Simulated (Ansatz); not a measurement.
# GaGe (F-43m) in Ansatz: notebook

Runs on GaGe. Level: PBE. Tasks: density of states, electric field gradients.

Program: Ansatz 0.2.0. These are calculated values, not measurements. Logs are shortened: lines on timing, memory, paths and dates and some standing lists are left out, and cuts for length are marked.

**1. Starting point**

It takes space group F-43m (No. 216, cubic). Conventional cell: a = 5.796 Å, b = 5.796 Å, c = 5.796 Å, α = 90.00°, β = 90.00°, γ = 90.00°. Ge (site symmetry -43m) has 4 Ga at 2.51 Å as nearest neighbours. Around Ga (site symmetry -43m) lie 4 Ge at 2.51 Å.

The cell comes from a database or a generator and needn't be the stable form of this composition.

**2. Density of states, PBE**

input.yaml

```yaml
crystal:
  lattice:
    - [0.0, 2.897844, 2.897844]
    - [2.897844, 0.0, 2.897844]
    - [2.897844, 2.897844, 0.0]
  atoms:
    - { symbol: Ge, position: [0.0, 0.0, 0.0] }
    - { symbol: Ga, position: [0.25, 0.25, 0.25] }
kpoints:
  mp_grid: { grid: [8, 8, 8] }
scf:
  occupations: { method: fermi_dirac, width: 0.05 }
hamiltonian:
  xc: pbe
  pseudopotentials: { kind: all_electron, datasets: crystal }
output:
  forces: true
  stress: true
  eigenvalues: true
  dos: { projected: false, de: 0.1, e_range: [-20, 10] }
```

Potentials or basis: all-electron PAW datasets made for the crystal.

Command:

```console
ansatz run input.yaml --threads 1 --pin off --max-ram 3072MiB --backend cpu --events-out ev --progress --plain --runs-dir out
```

Output:

```text
Warning: RAYON_NUM_THREADS=1 ignored (pool sized by the plan → 1); use --threads N
hamiltonian.pseudopotentials.datasets: crystal makes datasets for this crystal and solves the spheres of its atoms anew in each pass: cutoff 240.0 eV, the density's 960.0 eV; for an error of 0.50 meV an atom under PBE, 1.0 meV for the cell; an energy difference from a run of another recipe may be off by several times the error for the cell, under r2SCAN by more, where some 0.1 meV an atom stays at smaller errors; Ga in spheres of 1.328 Å, 13 of its electrons in bands; Ge in spheres of 1.180 Å, 4 of its electrons in bands, 10 on its site; only band paths and densities of states list, in semicore columns, the levels of the semicore shells that are solved separately: 3d of Ge
Engine: ansatz 0.2.0, aarch64-unknown-linux-gnu
Pseudopotentials: kind: all_electron
Pseudopotential: Ge, paw, valence charge 14, recommended cutoff 240 eV (normal), crystal/all_electron/pbe/scalar/gaussian/Ge, Koelling and Harmon's equation, gaussian nucleus
Pseudopotential: Ga, paw, valence charge 13, recommended cutoff 240 eV (normal), crystal/all_electron/pbe/scalar/gaussian/Ga, Koelling and Harmon's equation, gaussian nucleus
Functional definition: PBE
  parameter kappa = 0.804
  parameter beta = 0.06672455060314922
  exchange = pbe_x(kappa = kappa, mu = beta*pi^2/3)
  correlation = pbe_c(beta = beta)
Crystal: 2 atoms, lattice volume = 48.669 Å³
Basis set: ecut = 240 eV, 411 PW (Γ), exchange–correlation on 48×48×48 points (8 copies of the dense FFT grid, shifted against one another)
Bands: 13, of which v1, the nominal top of the filled ones, is band 9 counted from 1 (8 counted from 0)
Symmetry: 24 space group operations
Space group: F-43m (ITA 216), of the structure as read, at distance tolerance 3.7e-5 Å
k-points: 29 of 512 (time reversal used)
Non-local potential: Ge, projectors of the file, l = 0: 1, l = 1: 1
Non-local potential: Ga, projectors of the file, l = 0: 1, l = 1: 1, l = 2: 2
PAW form: soft (Blöchl's): semilocal exchange-correlation on the pseudo side does not see the compensation charge
PAW one-centre angular grid: Ge, 110 points (default); XC on its mesh's 1859 points in the sphere
PAW one-centre angular grid: Ga, 590 points (default); XC on its mesh's 1905 points in the sphere
Initial density: superposition of atomic densities (neutral atoms: chi_scale 0, normalization atom)
Initial wavefunctions: pseudopotential atomic-orbital guess
Functional: x = pbe(κ = 0.804, μ = 0.2195149727645171), c = pbe(β = 0.06672455060314922)
iter 1 solved again at ethr=1.49e-3 eV; its pass at ethr=1.00e-1 eV (dr2=2.54e-1 eV) is discarded
SCF iter   1: F=—  HF=-110015.817634 eV  |F-HF|=—  |Δ(HF+E_count)|=         —  Δρ=2.32e-2  dr2=2.40e-1  ethr=1.49e-3  ⟨swp⟩=4.0  Hψ=2312  notcnv=0
preconditioner: auto → none  [insulator: Δε(μ)=0.274 eV  Ē_g=14.999 eV  σ=0.050 eV  W_gap=0.67  n_scr=14 (ndim 8)  ℏωp=21.9 eV  f_vac=0.000  D(μ)=1.09/eV (n_scr^D=8)  ε∞_Penn≈3.1]
SCF iter   2: F=—  HF=-110015.823362 eV  |F-HF|=—  |Δ(HF+E_count)|=   5.73e-3  Δρ=1.08e-2  dr2=4.58e-2  ethr=1.41e-3  ⟨swp⟩=3.1  Hψ=835  notcnv=0
SCF iter   3: F=—  HF=-110015.834851 eV  |F-HF|=—  |Δ(HF+E_count)|=   1.15e-2  Δρ=2.57e-3  dr2=5.51e-3  ethr=2.69e-4  ⟨swp⟩=2.3  Hψ=973  notcnv=0  defer=1
iter 4 solved again at ethr=2.26e-7 eV; its pass at ethr=3.24e-5 eV (dr2=3.84e-5 eV) is discarded
SCF iter   4: F=—  HF=-110015.832023 eV  |F-HF|=—  |Δ(HF+E_count)|=   2.83e-3  Δρ=3.73e-4  dr2=3.81e-5  ethr=2.26e-7  ⟨swp⟩=2.6  Hψ=1837  notcnv=0
SCF iter   5: F=—  HF=-110015.832049 eV  |F-HF|=—  |Δ(HF+E_count)|=   2.65e-5  Δρ=1.78e-4  dr2=1.05e-5  ethr=2.24e-7  ⟨swp⟩=3.0  Hψ=707  notcnv=0
SCF iter   6: F=—  HF=-110015.832063 eV  |F-HF|=—  |Δ(HF+E_count)|=   1.42e-5  Δρ=6.90e-5  dr2=3.44e-6  ethr=6.20e-8  ⟨swp⟩=3.0  Hψ=832  notcnv=0
SCF iter   7: F=—  HF=-110015.832062 eV  |F-HF|=—  |Δ(HF+E_count)|=   1.86e-6  Δρ=1.31e-5  dr2=1.16e-7  ethr=2.02e-8  ⟨swp⟩=3.0  Hψ=729  notcnv=0
SCF iter   8: F=-110015.832062 eV  HF=-110015.832062 eV  |F-HF|=1.47e-9  |Δ(HF+E_count)|=   1.47e-8  Δρ=1.99e-6  dr2=1.15e-9  ethr=6.83e-10  ⟨swp⟩=3.0  Hψ=728  notcnv=0
SCF 1 converged in 8 iterations: F = -110015.832061 eV  dr2 = 1.15e-9
  Residual-converged pass: ⟨swp⟩=3.1  Hψ=847  notcnv=0  max |occ|·‖R‖ = 4.9e-6 eV (tolerance 5.3e-6 eV)  dr2=1.04e-9  dr2_onsite=4.15e-9  max |Δocc| = 1.1e-9
SCF converged after 8 iterations
Free energy (F): -110015.832061 eV
Harris-Foulkes:  -110015.832061 eV  (|F-HF|=1.47e-9)
Internal energy: -110015.823530 eV  (E = F + TS)
E sigma→0 (E₀):  -110015.827795 eV
Entropy (-TS):   -0.008531 eV (-4.265 meV/atom)
Past the cutoff: the bands carry plane waves up to 1.75 times it, of which those up to 1.5 times it add -0.000197 eV an atom, each by itself; the spheres take 0.000391 eV an atom off the energy for waves past 1.75 times it
By the cutoff:   a pressure is off by up to 0.007 GPa (1.2 times the spheres' own share and the shells' term, over an atom's volume, and 0.004 GPa: a bound that held against runs at twice the plane waves)
Past the cutoffs: a stress includes 0.0017 GPa for waves and charges beyond them, in addition to the slope of what the spheres take
In the spheres:  the bands' charges fall short by 1.1e-6 e at most (sound up to 1e-3), those of shells solved beside the bands by 1.5e-6 e (sound up to 5e-4)
Fermi energy:    7.805755 eV
--- Per-component energies (eV) ---
  E_band       = -39.810150
  E_kinetic    = 94.864577
  E_local      = -2900.871026  (includes V_loc(G=0)·N_el)
  E_nonlocal   = -401.050858
  E_hartree    = 1375.722695
  E_xc         = -97.039716
  E_vxc        = -105.880576  (∫ρ·V_xc dr)
  E_paw        = -114052.282761  (= ΣΔE_a)
  E_vpaw       = -7884.686434  (= ΣTr[D̂ρ^β])
  E_ewald      = -2441.536352
  E_smearing   = -0.008531  (= −TS)
  E_closure    = 8406.369913  (closes the sum)
  Σ components = -110015.832061   (vs F -110015.832061, Δ=0.00e0)
  The terms above E_closure are by the made datasets' own strengths, without shells solved beside the bands.
--- Forces (eV/Å), atoms counted from 1 ---
  atom   1  Ge     0.00000000    -0.00000000    -0.00000000
  atom   2  Ga    -0.00000000     0.00000000     0.00000000
  max |Σ_I F_I| component: 7.40e-17 eV/Å
--- Stress (GPa, compression-positive) ---
        0.239109       0.000000       0.000000
        0.000000       0.239109      -0.000000
        0.000000      -0.000000       0.239109
  P = ⅓ Tr σ = 0.2391 GPa (2.391 kbar)
  It holds what live shells' own plane waves past their cutoff add
--- Band table (eV; the first three rows and the last of 29) ---
  k-point 0: bands = ["-6.5055", "-6.5055", "-6.5055", "-6.4463", "-6.4463", "-2.7272", "9.4921", "9.4921", "9.4921", "9.8736", "12.1691"]
  k-point 1: bands = ["-6.5095", "-6.5029", "-6.5029", "-6.4465", "-6.4465", "-2.5447", "7.4088", "9.1906", "9.1906", "10.7015", "12.5765"]
  k-point 2: bands = ["-6.5192", "-6.4970", "-6.4970", "-6.4465", "-6.4465", "-2.0178", "5.1556", "8.6821", "8.6821", "10.3395", "13.1334"]
  k-point 28: bands = ["-6.5437", "-6.4819", "-6.4729", "-6.4542", "-6.4450", "0.3689", "2.1512", "5.6582", "5.7708", "13.5779", "13.6126"]
```

dos.tsv:

```text
# E-E_F[eV]	g_bin_mean(E)[states/eV]	N(E)	semicore_g_bin_mean(E)[states/eV]	semicore_N(E)
# format = ansatz-dos/2
# fermi_ev = 7.805755
# fermi_mp_grid = 8 8 8
# fermi_mp_shift = 0 0 0
# levels_not_solved_further = solved_sites
# tetrahedron_fermi_ev = 7.735375
[... 2 lines left out ...]
-20.000000	0.000000e0	0.000000e0	0.000000e0	1.000000e1
-19.900000	0.000000e0	0.000000e0	0.000000e0	1.000000e1
-19.800000	0.000000e0	0.000000e0	0.000000e0	1.000000e1
-19.700000	0.000000e0	0.000000e0	0.000000e0	1.000000e1
-19.600000	0.000000e0	0.000000e0	0.000000e0	1.000000e1
-19.500000	0.000000e0	0.000000e0	0.000000e0	1.000000e1
[... 293 lines left out ...]
9.900000	1.040448e-1	2.596129e1	0.000000e0	1.000000e1
10.000000	8.625836e-2	2.597079e1	0.000000e0	1.000000e1
```

Wall time 8.4 s (1 thread of Arm Neoverse V1, shared host); peak memory 0.51 GiB.

Results:

| Quantity | Value |
| --- | --- |
| Free energy | -110015.8321 eV |
| Pressure | 0.2 GPa |
| Band gap on the k mesh | none (metal or under the smearing width) |

Levels at points of the mesh, in eV from the Fermi level:
| k point | band 7 | band 8 | band 9 | band 10 | band 11 |
| --- | --- | --- | --- | --- | --- |
| (0.00, 0.00, 0.00) | 1.69 | 1.69 | 1.69 | 2.07 | 4.36 |
| (0.00, 0.00, -0.50) | -5.37 | 0.38 | 0.38 | 2.07 | 5.34 |
| (0.00, -0.50, -0.50) | -5.81 | -1.25 | -1.25 | 2.33 | 2.43 |

States per cell in windows of 1 eV (zero at the Fermi level; states under -8 eV left out):
```tsv
from (eV)	total
-8.0	0.52
-7.0	0.00
-6.0	0.77
-5.0	0.65
-4.0	0.29
-3.0	0.61
-2.0	1.28
-1.0	1.42
0.0	0.86
1.0	0.12
2.0	0.27
3.0	1.57
4.0	0.92
5.0	1.56
6.0	1.37
7.0	0.94
```

Caveat: the program warned that the printed levels may be off, so bands, gaps and densities of states are rough.

**3. Electric field gradients, PBE**

Edit input.yaml of step 2 so:

```diff
@@ -19,2 +19,2 @@
   eigenvalues: true
-  dos: { projected: false, de: 0.1, e_range: [-20, 10] }
+  efg: {}
```

Potentials or basis: all-electron PAW datasets made for the crystal.

Command:

```console
ansatz run input.yaml --threads 1 --pin off --max-ram 3072MiB --backend cpu --events-out ev --progress --plain --runs-dir out
```

Output:

```text
Warning: RAYON_NUM_THREADS=1 ignored (pool sized by the plan → 1); use --threads N
hamiltonian.pseudopotentials.datasets: crystal makes datasets for this crystal and solves the spheres of its atoms anew in each pass: cutoff 240.0 eV, the density's 960.0 eV; for an error of 0.50 meV an atom under PBE, 1.0 meV for the cell; an energy difference from a run of another recipe may be off by several times the error for the cell, under r2SCAN by more, where some 0.1 meV an atom stays at smaller errors; Ga in spheres of 1.328 Å, 13 of its electrons in bands; Ge in spheres of 1.180 Å, 4 of its electrons in bands, 10 on its site; only band paths and densities of states list, in semicore columns, the levels of the semicore shells that are solved separately: 3d of Ge
[... 9 set-up lines as earlier in the session ...]
Crystal: 2 atoms, lattice volume = 48.669 Å³
Basis set: ecut = 240 eV, 411 PW (Γ), exchange–correlation on 48×48×48 points (8 copies of the dense FFT grid, shifted against one another)
Bands: 13, of which v1, the nominal top of the filled ones, is band 9 counted from 1 (8 counted from 0)
[... 2 set-up lines as earlier in the session ...]
k-points: 29 of 512 (time reversal used)
[... 8 set-up lines as earlier in the session ...]
iter 1 solved again at ethr=1.49e-3 eV; its pass at ethr=1.00e-1 eV (dr2=2.54e-1 eV) is discarded
SCF iter   1: F=—  HF=-110015.817634 eV  |F-HF|=—  |Δ(HF+E_count)|=         —  Δρ=2.32e-2  dr2=2.40e-1  ethr=1.49e-3  ⟨swp⟩=4.0  Hψ=2312  notcnv=0
preconditioner: auto → none  [insulator: Δε(μ)=0.274 eV  Ē_g=14.999 eV  σ=0.050 eV  W_gap=0.67  n_scr=14 (ndim 8)  ℏωp=21.9 eV  f_vac=0.000  D(μ)=1.09/eV (n_scr^D=8)  ε∞_Penn≈3.1]
SCF iter   2: F=—  HF=-110015.823362 eV  |F-HF|=—  |Δ(HF+E_count)|=   5.73e-3  Δρ=1.08e-2  dr2=4.58e-2  ethr=1.41e-3  ⟨swp⟩=3.1  Hψ=835  notcnv=0
SCF iter   3: F=—  HF=-110015.834851 eV  |F-HF|=—  |Δ(HF+E_count)|=   1.15e-2  Δρ=2.57e-3  dr2=5.51e-3  ethr=2.69e-4  ⟨swp⟩=2.3  Hψ=973  notcnv=0  defer=1
[... 10 lines left out ...]
Free energy (F): -110015.832061 eV
Harris-Foulkes:  -110015.832061 eV  (|F-HF|=1.47e-9)
Internal energy: -110015.823530 eV  (E = F + TS)
E sigma→0 (E₀):  -110015.827795 eV
Entropy (-TS):   -0.008531 eV (-4.265 meV/atom)
Past the cutoff: the bands carry plane waves up to 1.75 times it, of which those up to 1.5 times it add -0.000197 eV an atom, each by itself; the spheres take 0.000391 eV an atom off the energy for waves past 1.75 times it
By the cutoff:   a pressure is off by up to 0.007 GPa (1.2 times the spheres' own share and the shells' term, over an atom's volume, and 0.004 GPa: a bound that held against runs at twice the plane waves)
Past the cutoffs: a stress includes 0.0017 GPa for waves and charges beyond them, in addition to the slope of what the spheres take
In the spheres:  the bands' charges fall short by 1.1e-6 e at most (sound up to 1e-3), those of shells solved beside the bands by 1.5e-6 e (sound up to 5e-4)
Fermi energy:    7.805755 eV
--- Per-component energies (eV) ---
  E_band       = -39.810150
  E_kinetic    = 94.864577
  E_local      = -2900.871026  (includes V_loc(G=0)·N_el)
  E_nonlocal   = -401.050858
  E_hartree    = 1375.722695
  E_xc         = -97.039716
  E_vxc        = -105.880576  (∫ρ·V_xc dr)
  E_paw        = -114052.282761  (= ΣΔE_a)
  E_vpaw       = -7884.686434  (= ΣTr[D̂ρ^β])
  E_ewald      = -2441.536352
  E_smearing   = -0.008531  (= −TS)
  E_closure    = 8406.369913  (closes the sum)
  Σ components = -110015.832061   (vs F -110015.832061, Δ=0.00e0)
  The terms above E_closure are by the made datasets' own strengths, without shells solved beside the bands.
--- Forces (eV/Å), atoms counted from 1 ---
  atom   1  Ge     0.00000000    -0.00000000    -0.00000000
  atom   2  Ga    -0.00000000     0.00000000     0.00000000
  max |Σ_I F_I| component: 7.40e-17 eV/Å
--- Stress (GPa, compression-positive) ---
        0.239109       0.000000       0.000000
        0.000000       0.239109      -0.000000
        0.000000      -0.000000       0.239109
  P = ⅓ Tr σ = 0.2391 GPa (2.391 kbar)
  It holds what live shells' own plane waves past their cutoff add
--- PAW observables at the nuclei: V_zz in 10²¹ V/m², potentials from the cell's mean, atoms counted from 1 ---
  atom   1  Ge V_zz =    +0.000000   η = 0.0000   by run symmetry: forbidden
            electrostatic potential = -4320.039888 V   contact ρ = 210336.156630 e/Å³
  atom   2  Ga V_zz =    +0.000000   η = 0.0000   by run symmetry: forbidden
            electrostatic potential = -4129.640395 V   contact ρ = 187500.444512 e/Å³
--- Band table (eV; the first three rows and the last of 29) ---
  k-point 0: bands = ["-6.5055", "-6.5055", "-6.5055", "-6.4463", "-6.4463", "-2.7272", "9.4921", "9.4921", "9.4921", "9.8736", "12.1691"]
  k-point 1: bands = ["-6.5095", "-6.5029", "-6.5029", "-6.4465", "-6.4465", "-2.5447", "7.4088", "9.1906", "9.1906", "10.7015", "12.5765"]
  k-point 2: bands = ["-6.5192", "-6.4970", "-6.4970", "-6.4465", "-6.4465", "-2.0178", "5.1556", "8.6821", "8.6821", "10.3395", "13.1334"]
  k-point 28: bands = ["-6.5437", "-6.4819", "-6.4729", "-6.4542", "-6.4450", "0.3689", "2.1512", "5.6582", "5.7708", "13.5779", "13.6126"]
```

Run time: 8.1 s. Hardware: 1 thread of Arm Neoverse V1, shared host; peak memory 0.51 GiB.

What came out:

| Item | Value |
| --- | --- |
| Free energy | -110015.8321 eV |
| Pressure | 0.2 GPa |
| Band gap on the k mesh | none (metal or under the smearing width) |

Levels at points of the mesh, in eV from the Fermi level:
| k point | band 7 | band 8 | band 9 | band 10 | band 11 |
| --- | --- | --- | --- | --- | --- |
| (0.00, 0.00, 0.00) | 1.69 | 1.69 | 1.69 | 2.07 | 4.36 |
| (0.00, 0.00, -0.50) | -5.37 | 0.38 | 0.38 | 2.07 | 5.34 |
| (0.00, -0.50, -0.50) | -5.81 | -1.25 | -1.25 | 2.33 | 2.43 |

**4. Density of states, PBE**

Edit input.yaml of step 3 so:

```diff
@@ -19,2 +19,2 @@
   eigenvalues: true
-  efg: {}
+  dos: { projected: false, de: 0.1, e_range: [-14, 8] }
```

Potentials or basis: all-electron PAW datasets made for the crystal.

Command:

```console
ansatz run input.yaml --threads 1 --pin off --max-ram 3072MiB --backend cpu --events-out ev --progress --plain --runs-dir out
```

Output:

```text
Warning: RAYON_NUM_THREADS=1 ignored (pool sized by the plan → 1); use --threads N
hamiltonian.pseudopotentials.datasets: crystal makes datasets for this crystal and solves the spheres of its atoms anew in each pass: cutoff 240.0 eV, the density's 960.0 eV; for an error of 0.50 meV an atom under PBE, 1.0 meV for the cell; an energy difference from a run of another recipe may be off by several times the error for the cell, under r2SCAN by more, where some 0.1 meV an atom stays at smaller errors; Ga in spheres of 1.328 Å, 13 of its electrons in bands; Ge in spheres of 1.180 Å, 4 of its electrons in bands, 10 on its site; only band paths and densities of states list, in semicore columns, the levels of the semicore shells that are solved separately: 3d of Ge
[... 9 set-up lines as earlier in the session ...]
[... 50 lines left out ...]
  E_smearing   = -0.008531  (= −TS)
  E_closure    = 8406.369913  (closes the sum)
  Σ components = -110015.832061   (vs F -110015.832061, Δ=0.00e0)
  The terms above E_closure are by the made datasets' own strengths, without shells solved beside the bands.
--- Forces (eV/Å), atoms counted from 1 ---
  atom   1  Ge     0.00000000    -0.00000000    -0.00000000
  atom   2  Ga    -0.00000000     0.00000000     0.00000000
  max |Σ_I F_I| component: 7.40e-17 eV/Å
--- Stress (GPa, compression-positive) ---
        0.239109       0.000000       0.000000
        0.000000       0.239109      -0.000000
        0.000000      -0.000000       0.239109
  P = ⅓ Tr σ = 0.2391 GPa (2.391 kbar)
  It holds what live shells' own plane waves past their cutoff add
--- Band table (eV; the first three rows and the last of 29) ---
  k-point 0: bands = ["-6.5055", "-6.5055", "-6.5055", "-6.4463", "-6.4463", "-2.7272", "9.4921", "9.4921", "9.4921", "9.8736", "12.1691"]
  k-point 1: bands = ["-6.5095", "-6.5029", "-6.5029", "-6.4465", "-6.4465", "-2.5447", "7.4088", "9.1906", "9.1906", "10.7015", "12.5765"]
  k-point 2: bands = ["-6.5192", "-6.4970", "-6.4970", "-6.4465", "-6.4465", "-2.0178", "5.1556", "8.6821", "8.6821", "10.3395", "13.1334"]
  k-point 28: bands = ["-6.5437", "-6.4819", "-6.4729", "-6.4542", "-6.4450", "0.3689", "2.1512", "5.6582", "5.7708", "13.5779", "13.6126"]
```

It took 8.3 s on 1 thread of Arm Neoverse V1, shared host; peak memory 0.51 GiB.

What came out:

```yaml
Free_energy: -110015.8321 eV
Pressure: 0.2 GPa
Band_gap_on_the_k_mesh: none (metal or under the smearing width)
```

States per cell in windows of 1 eV (zero at the Fermi level; states under -8 eV left out):
```tsv
from (eV)	total
-8.0	0.52
-7.0	0.00
-6.0	0.77
-5.0	0.65
-4.0	0.29
-3.0	0.61
-2.0	1.28
-1.0	1.42
0.0	0.86
1.0	0.12
2.0	0.27
3.0	1.57
4.0	0.92
5.0	1.56
6.0	1.37
7.0	0.94
```

Caveat: the program warned that the printed levels may be off, so bands, gaps and densities of states are rough.
